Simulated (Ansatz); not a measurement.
# TiS+ (doublet): the correlation ladder, def2-QZVPP

An exercise on one series of results from a longer session: the logs are not shown, and one member is left open.

Program: Ansatz 0.2.0, Gaussian basis. Level of theory: def2-QZVPP, core rule «outside noble gas», up to 14 orbitals frozen. These are calculated values, not measurements.

Plan: UHF; ROHF; CCSD(T) on UHF.

2 further runs of the same task are left out: 2 set aside as unsound or not needed.

**The geometry**

The geometry is a PBE0/def2-TZVP stationary point (not a proven minimum) of the parent state, kept for this charge and spin.

2 atoms, charge 1, spin multiplicity 2.

Atoms are counted from 1 here; the program's logs count them from 0.

Bond lengths: Ti1–S2 2.066 Å.

The first run:

The input, in.yaml:

```yaml
crystal:
  periodic: [false, false, false]
  atoms:
    - {symbol: Ti, position_ang: [0.000000, 0.000000, 0.000000]}
    - {symbol: S, position_ang: [0.000000, 0.000000, 2.066400]}
basis:
  gaussian: {orbitals: "def2-QZVPP.json"}
total_charge: 1
magnetization: {spin_polarized: true, initial_magnetization: 1}
hamiltonian: {xc: hf}
output: {orbitals: {seedname: orbitals}}
```

Launch:

```console
$ ansatz run in.yaml --threads 1 --pin off --events-out ev --progress --plain --max-ram 4096MiB --backend cpu
```

Steps of the session up to this table: UHF; ROHF; CCSD(T) on UHF.

One of the session's tables, all rows but one given; the rest of the session is left out.

```
  method  from UCCSD(T) (kcal/mol)
    ROHF                   +202.43
     UHF                   +176.78
    UMP2                         ?
   UCCSD                    +15.73
UCCSD(T)                         0
```

Q: Estimate the row for UMP2 from the others.

**Answer.** from UCCSD(T) (kcal/mol): +47.48. In the column «from UCCSD(T) (kcal/mol)» it lies between UCCSD (+15.73) and UHF (+176.78).

The program flags UCCSD(T) as in doubt (see the logs), so the zero of the table is itself unsure.

Caveats from the session: The determinant is far from a pure spin state, so its energy mixes those of several spin states (harmless only where they are near-degenerate, as at dissociation). The program flags UCCSD(T) as in doubt, so the zero of the table is itself unsure.
